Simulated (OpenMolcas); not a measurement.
# C2HF3O2 (trifluoroacetic acid): HF/aug-cc-pVDZ (RICD fitting)

What is the vertical ionisation energy of C2HF3O2 (trifluoroacetic acid) at HF/aug-cc-pVDZ (RICD fitting)? 

The calculation is run with OpenMolcas 26.06.

### 1 The system as given

The species is C2HF3O2 (8 atoms), meant as a singlet with charge 0. As SMILES, `O=C(O)C(F)(F)F`. The shape is that of a GFN2-xTB optimisation. This is one conformer, not always the lowest.

Bond lengths: O1–C2 1.190 Å, C2–O3 1.317 Å, C2–C4 1.560 Å, C4–F5 1.329 Å, C4–F6 1.337 Å, C4–F7 1.337 Å, O3–H8 0.973 Å. Angles: O1–C2–O3 127.0°, O1–C2–C4 123.5°, O3–C2–C4 109.4°, C2–C4–F5 111.4°, C2–C4–F6 111.1°, C2–C4–F7 111.0°, F5–C4–F6 107.9°, F5–C4–F7 107.8°, F6–C4–F7 107.5°, C2–O3–H8 112.1°.

### 2 Energy and forces at HF/aug-cc-pVDZ (RICD fitting)

Input file job.inp:

```
&GATEWAY
  BasLib=$CurrDir
  Coord
  8
  bohr
  O      3.25471310    -0.60210454     0.39608660
  C      1.00643034    -0.67449995     0.40561082
  O     -0.43208588    -2.44473869     1.39955007
  C     -0.69543811     1.40100515    -0.81443417
  F      0.68307930     3.26096809    -1.79011866
  F     -2.26152974     2.41032677     0.89077910
  F     -2.11239255     0.43299295    -2.66887910
  H      0.55722354    -3.78396869     2.18138645
  Basis=aug-cc-pVDZ
  Group=NoSym
  RICD

&SEWARD

&SCF
  PrOrbitals=0

&ALASKA
```

The basis set aug-cc-pVDZ is read from a file made from the Basis Set Exchange's data (not shown).

Run with:

```sh
$ export MOLCAS_MEM=1860
$ pymolcas job.inp > job.log
```

The program printed:

```text
--- Start Module: gateway ---
[...]
--- Stop Module: gateway /rc=_RC_ALL_IS_WELL_ ---
[...]
      Basis functions          170
[...]
--- Start Module: scf ---
[...]
       Convergence after  12 Iterations
[...]
::    Total SCF energy                               -524.4474622059
[...]
      Total spin, S                                     0.0000000000
[...]
      Total electronic charge=   56.000000
      Total            charge=   -0.000000
[...]
      Dipole Moment (debye):
      Origin of the operator (angstrom)=   -0.0960    0.3349   -0.1939
                   X= -4.6011E-01               Y= -2.2236E+00               Z=  1.2774E+00           Total=  2.6054E+00
      Quadrupole Moment (debye*angstrom):
[...]
--- Stop Module: scf /rc=_RC_ALL_IS_WELL_ ---
[...]
--- Start Module: alaska ---
[...]
 *              Molecular gradients               *
 **************************************************
  Irreducible representation: a
 ------------------------------------------------------------------------------------------
                              X                       Y                       Z
 ------------------------------------------------------------------------------------------
  O1                2.99881602036116E-02   -5.84773459384458E-05    4.13515159056299E-04
  C2               -1.73305441245404E-02   -4.71348516092895E-03    2.51254988378635E-03
  O3               -1.09270800876029E-02    1.55315292249245E-02   -9.02310745671020E-03
  C4                5.17162496611911E-03   -1.27982043439507E-02    7.43954253163359E-03
  F5                9.04723764467441E-03    1.76429134961325E-02   -9.41539083245502E-03
  F6               -1.33077074816370E-02    9.74230534739995E-03    1.00631107524443E-02
  F7               -1.22919988026720E-02   -3.75746443413227E-03   -1.45522903922561E-02
  H8                9.65030768199115E-03   -2.15891167834519E-02    1.25620703542224E-02
[...]
--- Stop Module: alaska /rc=_RC_ALL_IS_WELL_ ---
[...]
```

Run time: 17 s. Hardware: 1 thread of Arm Neoverse V2, shared host; peak memory 0.42 GiB.

### 3 The doublet cation at the same level

job.inp, as its differences from that of step 2:

```diff
@@ -1,4 +1,6 @@
-&GATEWAY
-  BasLib=$CurrDir
-  Coord
+* C2HF3O2 Hartree-Fock
+
+&gateway
+  baslib=$CurrDir
+  coord
   8
@@ -13,11 +15,14 @@
   H      0.55722354    -3.78396869     2.18138645
-  Basis=aug-cc-pVDZ
-  Group=NoSym
-  RICD
+  basis=aug-cc-pVDZ
+  group=NoSym
+  ricd
 
-&SEWARD
+&seward
 
-&SCF
-  PrOrbitals=0
+&scf
+  uhf
+  charge=1
+  spin=2
+  prorbitals=0
 
-&ALASKA
+&alaska
```

The basis set aug-cc-pVDZ is read from a file made from the Basis Set Exchange's data (not shown).

Run with:

```sh
$ export MOLCAS_MEM=1860
$ pymolcas job.inp > job.log
```

The program printed:

```text
--- Start Module: gateway ---
[...]
--- Stop Module: gateway /rc=_RC_ALL_IS_WELL_ ---
[...]
      Basis functions          170
[...]
--- Start Module: scf ---
[...]
       Convergence after  21 Iterations
[...]
::    Total SCF energy                               -524.0527704463
[...]
      Total spin, S                                     0.5088258419
[...]
      Total electronic charge=   55.000000
      Total            charge=    1.000000
[...]
      Dipole Moment (debye):
      Origin of the operator (angstrom)=   -0.0960    0.3349   -0.1939
                   X=  3.9291E+00               Y= -5.2486E+00               Z=  3.0835E+00           Total=  7.2453E+00
      Center of Charge (angstrom)
[...]
--- Stop Module: scf /rc=_RC_ALL_IS_WELL_ ---
[...]
--- Start Module: alaska ---
[...]
 *              Molecular gradients               *
 **************************************************
  Irreducible representation: a
 ------------------------------------------------------------------------------------------
                              X                       Y                       Z
 ------------------------------------------------------------------------------------------
  O1               -7.38272467043579E-02   -2.99621957051865E-03    6.21263649803749E-04
  C2                1.38594576192711E-01    3.79908164599811E-02   -1.96680604908899E-02
  O3               -6.08901239308466E-02   -2.39857143345414E-02    1.28746941288558E-02
  C4                4.59135938176947E-02   -6.78706266477977E-02    3.99322908924753E-02
  F5                4.01070891459376E-03    3.08008332561158E-02   -1.69165654488186E-02
  F6               -3.42085445922038E-02    2.89540315517236E-02    1.39470737130960E-02
  F7               -3.20556667555341E-02    2.34795714040903E-03   -3.40193663610293E-02
  H8                1.24627030581932E-02   -5.24107785522165E-03    3.22866991665061E-03
[...]
--- Stop Module: alaska /rc=_RC_ALL_IS_WELL_ ---
[...]
```

Wall time 41 s (1 thread of Arm Neoverse V2, shared host); peak memory 0.42 GiB.

### 4 Outcome

Level: HF/aug-cc-pVDZ (RICD fitting).

| quantity | value |
| --- | --- |
| singlet C2HF3O2: total energy | -524.44746 Eh |
| singlet C2HF3O2: dipole moment | 2.61 D |
| singlet C2HF3O2: HOMO energy | -13.72 eV |
| singlet C2HF3O2: LUMO energy | 0.73 eV |
| singlet C2HF3O2: HOMO–LUMO gap | 14.45 eV |
| singlet C2HF3O2: largest force on an atom | 1.542 eV/Å |
| doublet cation: total energy | -524.05277 Eh |
| doublet cation: HOMO energy (highest over α and β) | -22.91 eV |
| doublet cation: LUMO energy (lowest over α and β) | -8.13 eV |
| doublet cation: ⟨S²⟩ | 0.768 |
| doublet cation: largest force on an atom | 7.459 eV/Å |
| vertical ionisation energy (to the doublet cation) | 10.740 eV |

**Reading.** The vertical ionisation energy comes to 10.74 eV (248 kcal/mol). The largest force (singlet C2HF3O2) is 1.54 eV/Å: the shape isn't a stationary point for this species at this level. The negative HOMO energy of the first species, 13.72 eV, lies 2.98 eV above that difference. Mulliken charges (singlet C2HF3O2) run from -0.60 on F5 to +2.07 on C4; in a basis this large or diffuse they mean little. Mulliken charges (doublet cation) run from -0.54 on F5 to +2.16 on C4; in a basis this large or diffuse they mean little.
